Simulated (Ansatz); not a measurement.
# CH₃FSSi: trial inputs and their diagnosis

Aim: try 3 inputs for CH₃FSSi as typed, read how each ends, and find what has to change.

Method: the settings change from run to run; program: Ansatz 0.2.0, Gaussian basis.

**1. The relaxed structure**

The structure was relaxed beforehand with PBE0-D4 in a triple-zeta def2 set.

SMILES `F[SiH2]C=S`, 7 atoms, charge 0, spin multiplicity 1.

Atoms are counted from 1 here; the program's logs count them from 0.

Bond lengths: F1–Si2 1.601 Å, Si2–C3 1.872 Å, Si2–H5 1.479 Å, Si2–H6 1.479 Å, C3–S4 1.611 Å, C3–H7 1.093 Å. Angles: F1–Si2–C3 110.5°, F1–Si2–H5 108.3°, F1–Si2–H6 108.4°, C3–Si2–H5 108.9°, C3–Si2–H6 108.9°, H5–Si2–H6 111.9°, Si2–C3–S4 115.8°, Si2–C3–H7 123.7°, S4–C3–H7 120.5°.

**2. Attempt 1**

in.yaml reads:

```yaml
crystal:
  periodic: [false, false, false]
  atoms:
    - {symbol: F, position_ang: [-3.918769, 2.165181, 0.122149]}
    - {symbol: Si, position_ang: [-0.442991, 1.617484, -0.047240]}
    - {symbol: C, position_ang: [0.384761, -2.415269, 0.050042]}
    - {symbol: S, position_ang: [3.816772, -3.290093, -0.096795]}
    - {symbol: H, position_ang: [0.653146, 2.851425, -2.852167]}
    - {symbol: H, position_ang: [0.945915, 3.041787, 2.528300]}
    - {symbol: H, position_ang: [-1.303971, -4.120115, 0.195393]}
basis:
  gaussian: {orbitals: def2-SVPD, fitting: {mean_field: def2-universal-jkfit}}
hamiltonian: {xc: {name: r2SCAN0}}
output: {forces: true}
```

Started as:

```console
> ansatz run in.yaml --threads 2 --pin off --events-out ev --progress --plain --max-ram 4352MiB
```

The program printed, cut to the lines that bear on the results:

```text
Functional definition: r2SCAN0
  name "r2SCAN0"
  cite "Bursch, Neugebauer, Ehlert & Grimme, J. Chem. Phys. 156, 134105 (2022) doi:10.1063/5.0086040"
  cite "Furness, Kaplan, Ning, Perdew & Sun, J. Phys. Chem. Lett. 11, 8208 (2020) doi:10.1021/acs.jpclett.0c02405"
  cite "Furness, Kaplan, Ning, Perdew & Sun, J. Phys. Chem. Lett. 11, 9248 (2020) doi:10.1021/acs.jpclett.0c03077"
  parent r2scan
[...]
462 factors; integrals over basis functions are off by at most 6.2e-1 eV
[...]
mean field -22473.50294534 eV, -825.8860001537 hartree, gradient 6.0e-8 eV, S^2 0.000000; 20 other end points of the search recorded, 0 dependent functions left out
[...]
reference -22473.50296415 eV, -825.8860008450 hartree; 24, 24 occupied and 94, 94 virtual orbitals, 462 factors
Total energy: -22473.50296415 eV, -825.8860008450 hartree
Atom 0 at    -3.918769     2.165181     0.122149 Å, force     1.239115    -0.219135    -0.059529 eV/Å
Atom 1 at    -0.442991     1.617484    -0.047240 Å, force    -0.183687     0.946974    -0.023663 eV/Å
Atom 2 at     0.384761    -2.415269     0.050042 Å, force    -0.913884    -1.660028     0.103766 eV/Å
Atom 3 at     3.816772    -3.290093    -0.096795 Å, force    -1.035732     0.212279     0.046081 eV/Å
Atom 4 at     0.653146     2.851425    -2.852167 Å, force    -0.428726    -0.491719     1.098771 eV/Å
Atom 5 at     0.945915     3.041787     2.528300 Å, force    -0.543455    -0.566313    -1.008451 eV/Å
Atom 6 at    -1.303971    -4.120115     0.195393 Å, force     1.866370     1.777942    -0.156977 eV/Å
Dipole moment:     1.313878    -0.591348    -0.051503 e Å
```

It took 74 s on 2 threads of Arm Neoverse V1, shared host.

Diagnosis: It ended without an error, which proves nothing about the input. The geometry is stretched to more than twice its size. The shortest distance is 2.40 Å (C3–H7), against 1.09 Å in the relaxed molecule. Its energy is no property of the relaxed molecule. Fix: use the relaxed coordinates.

**3. Attempt 2**

in.yaml reads:

```yaml
crystal:
  periodic: [false, false, false]
  atoms:
    - {symbol: F, position_ang: [-1.781259, 0.984173, 0.055522]}
    - {symbol: Si, position_ang: [-0.201360, 0.735220, -0.021473]}
    - {symbol: C, position_ang: [0.174891, -1.097850, 0.022746]}
    - {symbol: S, position_ang: [1.734896, -1.495497, -0.043998]}
    - {symbol: H, position_ang: [0.296885, 1.296102, -1.296439]}
    - {symbol: H, position_ang: [0.429961, 1.382630, 1.149227]}
    - {symbol: H, position_ang: [-0.592714, -1.872780, 0.088815]}
basis:
  gaussian: {orbitals: cc-pVTZ-DK}
magnetization: {spin_polarized: true, initial_magnetization: 6}
hamiltonian: {xc: {name: PBE}}
output: {forces: true}
```

Same command.

The program printed, cut to the lines that bear on the results:

```text
Functional definition: PBE
  name "PBE"
  cite "Perdew, Burke & Ernzerhof, Phys. Rev. Lett. 77, 3865 (1996) doi:10.1103/PhysRevLett.77.3865"
  parent pbe
[...]
1030 factors; their error is unknown
[...]
mean field -22538.77961828 eV, -828.2848736382 hartree, gradient 2.8e-6 eV, S^2 12.005349; 10 other end points of the search recorded, 0 dependent functions left out
[...]
reference -22538.77966264 eV, -828.2848752684 hartree; 27, 21 occupied and 143, 149 virtual orbitals, 1030 factors
Total energy: -22538.77966264 eV, -828.2848752684 hartree
Relativity: scalar
Atom 0 at    -1.781259     0.984173     0.055522 Å, force    -2.249009     0.577046     0.103663 eV/Å
Atom 1 at    -0.201360     0.735220    -0.021473 Å, force     1.149809    -0.724477    -0.042241 eV/Å
Atom 2 at     0.174891    -1.097850     0.022746 Å, force    -6.450990     1.426985     0.283722 eV/Å
Atom 3 at     1.734896    -1.495497    -0.043998 Å, force     7.979197    -2.739633    -0.316366 eV/Å
Atom 4 at     0.296885     1.296102    -1.296439 Å, force     0.155046     1.104461    -1.065254 eV/Å
Atom 5 at     0.429961     1.382630     1.149227 Å, force     0.264221     1.177783     0.964059 eV/Å
Atom 6 at    -0.592714    -1.872780     0.088815 Å, force    -0.848273    -0.822165     0.072416 eV/Å
Dipole moment:     0.414975    -0.279548    -0.011967 e Å
```

It took 24 s on 2 threads of Arm Neoverse V1, shared host; peak memory 0.45 GiB.

What is wrong: The run converged, but a converged run isn't a right one. The spin is set far too high for this molecule. It asks for 6 unpaired electrons; the ground state has 0. Its energy belongs to an excited spin state, not the ground state. Fix: set initial_magnetization back to that of the ground state.

**4. Attempt 3**

in.yaml reads:

```yaml
crystal:
  periodic: [false, false, false]
  atoms:
    - {symbol: F, position_ang: [-1.781259, 0.984173, 0.055522]}
    - {symbol: Si, position_ang: [-0.201360, 0.735220, -0.021473]}
    - {symbol: C, position_ang: [0.174891, -1.097850, 0.022746]}
    - {symbol: S, position_ang: [1.734896, -1.495497, -0.043998]}
    - {symbol: H, position_ang: [0.296885, 1.296102, -1.296439]}
    - {symbol: H, position_ang: [0.429961, 1.382630, 1.149227]}
    - {symbol: H, position_ang: [-0.592714, -1.872780, 0.088815]}
basis:
  gaussian: {orbitals: def2-TZVP, fitting: {mean_field: def2-universal-jkfit}}
total_charge: 1
magnetization: {spin_polarized: true, initial_magnetization: 1}
hamiltonian: {xc: {name: HF}}
correlation: {method: mp2, frozen_orbitals: {F: 9}}
scf: {lower_state_search: light}
output: {forces: true}
```

Same command.

The program printed:

```text
Functional definition: HF
  name "HF"
  cite "Fock, Z. Phys. 61, 126 (1930) doi:10.1007/BF01340294"
  parent pbe
  exchange = exact_x
  correlation = 0
Error: "frozen_orbitals" has no count for Si
```

Wall time 0.05 s (2 threads of Arm Neoverse V1, shared host).

**Diagnosis.** The program refused the input. Frozen orbitals are typed for one element alone, and the program wants a count for each. It also asks for charge 1 and multiplicity 2, another species or state than the molecule above. Cure: leave frozen_orbitals out, or give every element a count that its core really has, and set charge and spin to those of the species named.

**5. How the tries ended**

| attempt | level | ended | cause | time |
| --- | --- | --- | --- | --- |
| 1 | r2SCAN0/def2-SVPD | converged | the geometry is stretched to more than twice its size | 74 s |
| 2 | PBE/cc-pVTZ-DK | converged | the spin is set far too high for this molecule | 24 s |
| 3 | MP2/def2-TZVP | refused | frozen orbitals are typed for one element alone, and the program wants a count for each | 0.05 s |

2 converged, 1 refused. A refusal costs next to no computing time. The dangerous case is the input that converges on a wrong geometry, charge, spin, basis or grid: often only a look at the input shows it.
